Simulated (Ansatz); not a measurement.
# F₂H₂Se₂Sn: up Jacob's ladder to CCSD(T)

How much do the methods differ for F₂H₂Se₂Sn? The plan is to run it at one geometry with functionals of several rungs and with coupled cluster, and see how far each lands from CCSD(T) at the basis-set limit for the atomisation energy.

Program: Ansatz 0.2.0, Gaussian basis. Level of theory: functionals in def2-TZVPP, the program's frozen cores in correlated methods. These are calculated values, not measurements.

The runs, in order: LDA (SPW92), PBE-D4, revPBE-D4, BLYP-D4, r2SCAN-D4, B97M-V, PBE0-D4, B3LYP-D4, r2SCANh-D4, r2SCAN0-D4, HSE06-D4, BHLYP-D4, CAM-B3LYP-D4, LC-ωPBE, ωB97X-V, ωB97M-V, B2PLYP, PBE-QIDH; CCSD(T)/def2-SVP; CCSD(T)/def2-TZVPP; MP2/def2-QZVPP; extrapolation to the limit; RPA on PBE.

### 1 The geometry

An earlier PBE0-D4 in a triple-zeta def2 set relaxation fixed the geometry. Sn takes the def2 core potential; no spin-orbit term is included.

SMILES `[F][Sn]([F])([SeH])[SeH]`, 7 atoms, charge 0, spin multiplicity 1.

Atoms are counted from 1 here; the program's logs count them from 0.

Bond lengths: F1–Sn2 1.906 Å, Sn2–F3 1.909 Å, Sn2–Se4 2.491 Å, Sn2–Se5 2.494 Å, Se4–H6 1.471 Å, Se5–H7 1.471 Å. Angles: F1–Sn2–F3 102.0°, F1–Sn2–Se4 104.3°, F1–Sn2–Se5 112.6°, F3–Sn2–Se4 113.0°, F3–Sn2–Se5 105.2°, Se4–Sn2–Se5 118.7°, Sn2–Se4–H6 89.9°, Sn2–Se5–H7 88.6°.

### 2 LDA

This LDA is Slater exchange with PW92 correlation.

in.yaml reads:

```yaml
crystal:
  periodic: [false, false, false]
  atoms:
    - {symbol: F, position_ang: [0.376706, -2.332372, 0.217137]}
    - {symbol: Sn, position_ang: [0.105218, -0.446438, 0.173739]}
    - {symbol: F, position_ang: [1.640828, 0.195676, 1.107672]}
    - {symbol: Se, position_ang: [-2.014294, -0.099940, 1.434948]}
    - {symbol: Se, position_ang: [0.298279, 0.497807, -2.126190]}
    - {symbol: H, position_ang: [-2.050780, 1.300060, 0.985195]}
    - {symbol: H, position_ang: [1.705343, 0.817206, -1.838199]}
basis:
  gaussian: {orbitals: def2-TZVPP}
hamiltonian: {xc: lda}
output: {orbitals: {seedname: orbitals}}
```

The run is started by

```console
ansatz run in.yaml --threads 4 --pin off --events-out ev --progress --plain --max-ram 11315MiB
```

The runs that follow: PBE-D4 (GGA); revPBE-D4 (GGA); BLYP-D4 (GGA); r2SCAN-D4 (meta-GGA); B97M-V (meta-GGA); B3LYP-D4 (hybrid); r2SCANh-D4 (hybrid); r2SCAN0-D4 (hybrid); HSE06-D4 (hybrid); BHLYP-D4 (hybrid); CAM-B3LYP-D4 (range-separated); LC-ωPBE (range-separated); ωB97X-V (range-separated); ωB97M-V (range-separated); B2PLYP (double hybrid); PBE-QIDH (double hybrid); CCSD(T) in def2-SVP; CCSD(T) in def2-TZVPP; MP2 in def2-QZVPP; RPA on PBE orbitals.

**Question.** What will the summary of the whole plan be? Wanted: atomisation energy, CCSD(T)/CBS; farthest beyond LDA; mean size of error, GGA; mean size of error, meta-GGA; mean size of error, hybrid; mean size of error, range-separated; mean size of error, double hybrid; gap, smallest and largest; T1 diagnostic.

The runs gave:

| quantity | value |
| --- | --- |
| atomisation energy, CCSD(T)/CBS | 2054.0 kJ/mol |
| functionals within 20.5 kJ/mol (1.0 %) | PBE-D4 |
| farthest beyond LDA | BHLYP-D4 (-166.6 kJ/mol) |
| mean size of error, GGA | 40.5 kJ/mol |
| mean size of error, meta-GGA | 27.0 kJ/mol |
| mean size of error, hybrid | 91.3 kJ/mol |
| mean size of error, range-separated | 60.4 kJ/mol |
| mean size of error, double hybrid | 90.2 kJ/mol |
| gap, smallest and largest | 3.17 eV (LDA (SPW92)), 10.15 eV (LC-ωPBE) |
| T1 diagnostic | 0.0122 |
| triples share of the correlation energy | 3.3 % |

In words: LDA overbinds by 345.0 kJ/mol (17 %). PBE-D4 misses by +8.8 kJ/mol. Double hybrids carry the basis error of their MP2 part in triple zeta, and no dispersion term here, so their miss is partly the set-up's. By mean error the best rung here is meta-GGA (27.0 kJ/mol) and the worst beyond LDA is hybrid (91.3 kJ/mol). double hybrid functionals lie within the reference's doubt of that worst mean (90.2 kJ/mol), so those two tie. The mean of the hybrids holds BHLYP, with half exact exchange. Misses under about 20.5 kJ/mol are within the doubt on the reference itself, which lacks core-valence correlation, spin-orbit coupling and higher excitations, and its outer-core shells are covered unevenly. All levels share the lack of spin-orbit coupling, which lowers the free heavy atoms and so the true binding. Hartree-Fock recovers 62 % of the binding; the rest is correlation. CCSD(T) in def2-SVP is off by -246.6 kJ/mol, which most functionals beat. Orbital gaps span 3.2 to 10.1 eV; exact exchange widens them. Correlated methods include outer-core shells of Se, Sn, which these sets cover unevenly.
